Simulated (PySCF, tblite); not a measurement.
# C6H12Si2: geometry, infrared bands and NMR shifts

Wanted: the infrared bands and NMR shifts of C6H12Si2 (`C=C[C@H]([SiH3])C1=C[SiH2]C1`), by calculation.

Programs: tblite 0.8.0 and PySCF 2.14.0, with density-fitted response routines of our own. Each step states its level of theory. These are calculated values for one molecule in the gas phase, unless marked as measured. Atoms count from 0, in the outputs and in this text.

## Step 1: The molecule as given

20 atoms, charge 0, multiplicity 1; geometry from: force field or distance geometry start.

Bonds of the start (Å): C0–C1 1.34, C1–C2 1.53, C2–Si3 1.92, C2–C4 1.59, C4–C5 1.35, C5–Si6 1.86, Si6–C7 1.87, C7–C4 1.57, C0–H8 1.09, C0–H9 1.09, C1–H10 1.08, C2–H11 1.10, Si3–H12 1.50, Si3–H13 1.48, Si3–H14 1.48, C5–H15 1.10, Si6–H16 1.48, Si6–H17 1.48, C7–H18 1.10, C7–H19 1.09.

## Step 2: Relaxing the molecule with GFN2-xTB

Job settings and geometry (Å):

```
{"job": {"kind": "relax", "xc": "GFN2-xTB", "basis": "xTB"}, "charge": 0, "multiplicity": 1}
C     -2.640400    -1.294700    -0.539700
C     -1.628300    -0.464500    -0.809000
C     -0.900500     0.358100     0.250400
Si    -1.021000     2.245700    -0.082200
C      0.601400    -0.158400     0.394200
C      1.260000    -0.660600     1.458800
Si     2.875300    -0.976200     0.591900
C      1.727100    -0.249300    -0.695100
H     -3.037200    -1.418500     0.466800
H     -3.116500    -1.871300    -1.328000
H     -1.264900    -0.400200    -1.826200
H     -1.393100     0.199200     1.224200
H     -0.338100     3.003800     1.012800
H     -2.436800     2.679300    -0.117000
H     -0.388900     2.592300    -1.374400
H      0.949900    -0.831400     2.500500
H      3.191900    -2.420000     0.449800
H      3.972400    -0.094600     1.050600
H      1.511600    -0.929500    -1.526600
H      2.071100     0.701500    -1.104800
```

On the command line:

```
OMP_NUM_THREADS=1 python probes_run.py task.json out
```

This one command runs all jobs of the session in turn.

**Question.** This job is followed by: GFN2-xTB harmonic vibrations, gas phase; GIAO PBE0/pcSseg-1 NMR shielding, non-relativistic, gas phase. What will the session give for the following? strongest single infrared mode (GFN2-xTB); zero-point energy (GFN2-xTB); 13C shifts against TMS (PBE0/pcSseg-1); 1H shifts against TMS (PBE0/pcSseg-1, means over atoms taken as alike); 29Si shifts against TMS (PBE0/pcSseg-1).

**Answer**, as computed:

| quantity | value |
| --- | --- |
| strongest single infrared mode (GFN2-xTB) | 777 cm⁻¹, 484 km/mol |
| zero-point energy (GFN2-xTB) | 92.6 kcal/mol |
| 13C shifts against TMS (PBE0/pcSseg-1) | 175.1, 143.0, 128.8, 118.8, 47.6, 17.0 ppm |
| 1H shifts against TMS (PBE0/pcSseg-1, means over atoms taken as alike) | 6.43, 5.63, 5.35, 5.23, 4.85, 4.84, 3.94, 3.48, 1.98, 1.83 ppm |
| 29Si shifts against TMS (PBE0/pcSseg-1) | -52.7, -57.1 ppm |

What this shows: Relaxing lowered the energy by 0.483 eV in 86 steps; the close pair that moved most is C2–C4, from 1.595 to 1.481 Å. All 54 modes are real, so the xTB geometry is a minimum. The strongest single mode, at 777 cm⁻¹, has its largest shares on H17, H12, H16 and H14 (the list is cut at 4 atoms). GFN2-xTB is a fitted tight-binding method: band positions and strengths are rough. Its intensities can rank the bands wrongly. At PBE0/pcSseg-1: The largest span, 247 ppm, is at C4, where the paramagnetic term is -249 ppm.
